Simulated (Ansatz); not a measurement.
**CH₈O₂Si₂: a ladder of functionals and wavefunction methods**

How much do the methods differ for CH₈O₂Si₂? The plan is to run it at one geometry with functionals of several rungs and with coupled cluster, and see how far each lands from CCSD(T) at the basis-set limit for the atomisation energy.

The runs use Ansatz 0.2.0, Gaussian basis; functionals in def2-TZVPP, the program's frozen cores in correlated methods.

The runs, in order: PBE-D4, r2SCAN-D4, PBE0-D4, B3LYP-D4, ωB97X-V, ωB97M-V, B2PLYP; CCSD(T)/def2-TZVPP; MP2/def2-QZVPP; extrapolation to the limit.

**1. The geometry**

An earlier PBE0-D4 in a triple-zeta def2 set relaxation fixed the geometry.

SMILES `C[Si](O)(O)[SiH3]`, 13 atoms, charge 0, spin multiplicity 1.

Atoms are counted from 1 here; the program's logs count them from 0.

Bond lengths: C1–Si2 1.866 Å, C1–H6 1.093 Å, C1–H7 1.094 Å, C1–H8 1.094 Å, Si2–O3 1.643 Å, Si2–O4 1.655 Å, Si2–Si5 2.347 Å, O3–H9 0.959 Å, O4–H10 0.958 Å, Si5–H11 1.487 Å, Si5–H12 1.492 Å, Si5–H13 1.489 Å. Angles: Si2–C1–H6 110.5°, Si2–C1–H7 111.4°, Si2–C1–H8 111.0°, H6–C1–H7 107.7°, H6–C1–H8 108.0°, H7–C1–H8 108.1°, C1–Si2–O3 112.3°, C1–Si2–O4 109.3°, C1–Si2–Si5 111.8°, O3–Si2–O4 106.4°, O3–Si2–Si5 105.3°, O4–Si2–Si5 111.6°, Si2–O3–H9 117.2°, Si2–O4–H10 117.6°, Si2–Si5–H11 111.5°, Si2–Si5–H12 109.5°, Si2–Si5–H13 111.3°, H11–Si5–H12 108.2° and more.

**2. PBE-D4 (GGA)**

File in.yaml:

```yaml
crystal:
  periodic: [false, false, false]
  atoms:
    - {symbol: C, position_ang: [-1.288623, -0.737944, -0.861999]}
    - {symbol: Si, position_ang: [0.374108, -0.060467, -0.354281]}
    - {symbol: O, position_ang: [1.561971, -1.191952, -0.440985]}
    - {symbol: O, position_ang: [0.808473, 1.154465, -1.390443]}
    - {symbol: Si, position_ang: [0.372609, 0.666946, 1.876931]}
    - {symbol: H, position_ang: [-1.565761, -1.585160, -0.229622]}
    - {symbol: H, position_ang: [-2.074182, 0.017547, -0.767395]}
    - {symbol: H, position_ang: [-1.270430, -1.081804, -1.900676]}
    - {symbol: H, position_ang: [1.902705, -1.404618, -1.312140]}
    - {symbol: H, position_ang: [0.110249, 1.705273, -1.746014]}
    - {symbol: H, position_ang: [1.698376, 1.213439, 2.271751]}
    - {symbol: H, position_ang: [-0.644612, 1.744536, 2.048101]}
    - {symbol: H, position_ang: [0.015108, -0.440262, 2.806781]}
basis:
  gaussian: {orbitals: def2-TZVPP}
hamiltonian: {xc: pbe, dispersion: d4}
output: {forces: true, orbitals: {seedname: orbitals}}
```

The run is started by

```console
$ ansatz run in.yaml --threads 2 --pin off --events-out ev --progress --plain --max-ram 32768MiB --backend cuda --devices 0, --max-vram 18GiB
```

The runs that follow: r2SCAN-D4 (meta-GGA); PBE0-D4 (hybrid); B3LYP-D4 (hybrid); ωB97X-V (range-separated); ωB97M-V (range-separated); B2PLYP (double hybrid); CCSD(T) in def2-TZVPP; MP2 in def2-QZVPP.

Before running them: what should the planned runs give, taken together? Wanted: atomisation energy, CCSD(T)/CBS; farthest; mean size of error, hybrid; mean size of error, range-separated; gap, smallest and largest; T1 diagnostic; triples share of the correlation energy.

As calculated:

| quantity | value |
| --- | --- |
| atomisation energy, CCSD(T)/CBS | 48.744 eV |
| functionals within 0.244 eV (0.5 %) | PBE-D4, r2SCAN-D4, ωB97X-V, ωB97M-V |
| farthest | B2PLYP (-0.814 eV) |
| mean size of error, hybrid | 0.485 eV |
| mean size of error, range-separated | 0.058 eV |
| gap, smallest and largest | 5.74 eV (PBE-D4), 12.11 eV (ωB97X-V) |
| T1 diagnostic | 0.0120 |
| triples share of the correlation energy | 3.4 % |

PBE-D4 misses by +0.006 eV. Double hybrids carry the basis error of their MP2 part in triple zeta, and no dispersion term here, so their miss is partly the set-up's. Misses under about 0.244 eV are within the doubt on the reference itself, which lacks core-valence correlation, relativity and higher excitations. Hartree-Fock recovers 73 % of the binding; the rest is correlation. The gap grows from 5.7 to 12.1 eV across the functionals, mostly with the share of exact exchange.
